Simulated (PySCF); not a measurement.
# BiF6 (Bi(F)6-): the cost of one run

The runs use PySCF 2.14.0; TPSS, Bi def2-SVP with ECP60, F def2-SVP; scalar-relativistic core potentials, no spin–orbit coupling.

5 further runs of the same task are left out: 2 for a known fault of the program, 1 that didn't finish, 2 set aside as unsound or not needed.

## (1) The system as given

7 atoms, charge -1, spin multiplicity 1.

Bond lengths: Bi1–F2 1.961 Å, Bi1–F3 1.961 Å, Bi1–F4 1.961 Å, Bi1–F5 1.961 Å, Bi1–F6 1.961 Å, Bi1–F7 1.961 Å. Angles: F2–Bi1–F3 81.2°, F2–Bi1–F4 81.2°, F2–Bi1–F5 82.6°, F2–Bi1–F6 135.9°, F2–Bi1–F7 135.9°, F3–Bi1–F4 81.2°, F3–Bi1–F5 135.9°, F3–Bi1–F6 82.6°, F3–Bi1–F7 135.9°, F4–Bi1–F5 135.9°, F4–Bi1–F6 135.9°, F4–Bi1–F7 82.6°, F5–Bi1–F6 81.2°, F5–Bi1–F7 81.2°, F6–Bi1–F7 81.2°.

Coordinates:

```
Bi    0.0000    0.0000    0.0000
F     1.4731    0.0000    1.2941
F    -0.7366    1.2758    1.2941
F    -0.7366   -1.2758    1.2941
F     1.4731    0.0000   -1.2941
F    -0.7366    1.2758   -1.2941
F    -0.7366   -1.2758   -1.2941
```

Formal oxidation states: Bi +5.

## (2) SCF at the start, singlet

Input file run.py (the lines that set the calculation):

```python
mol = gto.M(atom='''
Bi     0.00000     0.00000     0.00000
F      1.47310     0.00000     1.29410
F     -0.73660     1.27580     1.29410
F     -0.73660    -1.27580     1.29410
F      1.47310     0.00000    -1.29410
F     -0.73660     1.27580    -1.29410
F     -0.73660    -1.27580    -1.29410''',
    basis={'Bi': 'def2-SVP', 'F': 'def2-SVP'},
    ecp={'Bi': 'def2-SVP'},
    charge=-1, spin=0)
mf = dft.RKS(mol, xc='TPSS')
mf.grids.atom_grid = (50, 194)
mf = mf.density_fit()  # fitting sets: Bi def2-universal-JKFIT, F def2-universal-JKFIT
mf.conv_tol = 1e-08; mf.max_cycle = 55
mf.kernel(dm0)  # dm0: free metal ions and neutral atoms
```

Command:

```sh
OMP_NUM_THREADS=2 python run.py
```

Q: Estimate wall time and peak memory on 2 threads of Arm Neoverse V2, shared host.

About 3.3 s, with a peak of 0.54 GiB.
